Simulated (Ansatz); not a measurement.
# GeH₂ (singlet): from Hartree-Fock to the top rungs at a displaced geometry (v2), cc-pVDZ

An exercise on one series of results from a longer session: the logs are not shown, and one member is left open.

Program: Ansatz 0.2.0, Gaussian basis. Level of theory: cc-pVDZ, core rule «outside noble gas», up to 14 orbitals frozen. These are calculated values, not measurements.

The runs, in order: UHF; CCSD(T) on RHF; CCSD(T) on UHF; BCCD(T) on RHF; CISD; CCSDT(Q) on RHF; CCSDT(Q) on UHF; CCSDTQ on RHF; CASSCF and MRCISD+Q, 6 electrons in 6 orbitals; CASSCF and NEVPT2, 6 electrons in 6 orbitals; Full CI.

15 further runs of the same task are left out: 1 for a mislabelled method, 5 that didn't finish, 9 set aside as unsound or not needed.

### The system

The geometry is a PBE0/def2-TZVP stationary point (not a proven minimum) with its atoms shifted at random (size 0.100 Å). No spin-orbit coupling is included. The filled d shell of Ge may be among the frozen orbitals whatever the setting's name suggests; the logs give the count.

3 atoms, charge 0, spin multiplicity 1.

Atoms are counted from 1 here; the program's logs count them from 0.

Bond lengths: Ge1–H2 1.600 Å, Ge1–H3 1.582 Å. Angles: H2–Ge1–H3 90.5°.

Set-up of the first run:

in.yaml reads:

```yaml
crystal:
  periodic: [false, false, false]
  atoms:
    - {symbol: Ge, position_ang: [0.003418, -0.030054, -0.000203]}
    - {symbol: H, position_ang: [-0.161457, 1.099170, -1.122097]}
    - {symbol: H, position_ang: [-0.084836, 1.066740, 1.136705]}
basis:
  gaussian: {orbitals: cc-pVDZ}
magnetization: {spin_polarized: true, initial_magnetization: 0}
hamiltonian: {xc: hf}
output: {orbitals: {seedname: orbitals}}
```

Launch:

```
> ansatz run in.yaml --threads 1 --pin off --events-out ev --progress --plain --max-ram 2393MiB
```

Steps of the session up to this table: UHF; CCSD(T) on RHF; CCSD(T) on UHF; BCCD(T) on RHF; CISD; CCSDT(Q) on RHF; CCSDT(Q) on UHF; CCSDTQ on RHF; CASSCF and MRCISD+Q, 6 electrons in 6 orbitals; CASSCF and NEVPT2, 6 electrons in 6 orbitals; Full CI.

One table of the session follows, with a row left open; its other results are not shown here.

```
          method  from FCI (meV)
             RHF         +3065.4
             UHF         +3038.3
            RMP2          +787.7
            CISD          +194.5
           RCCSD           +70.8
        RCCSD(T)           +16.6
         BCCD(T)           +16.5
          RCCSDT               ?
       RCCSDT(Q)            +0.6
         RCCSDTQ             0.0
  CASSCF valence         +1740.6
  NEVPT2 valence          +531.1
  MRCISD valence           +64.9
MRCISD+Q valence            +2.5
             FCI               0
```

**Question.** Estimate the row for RCCSDT.

As computed: from FCI (meV): +2.7. In the column «from FCI (meV)» it lies between MRCISD+Q valence (+2.5) and BCCD(T) (+16.5).

Not comparable, so not listed: CCSD(T) on UHF; CCSDT(Q) on UHF (they don't share determinant, frozen orbitals or solution with the rows shown, or repeat one).
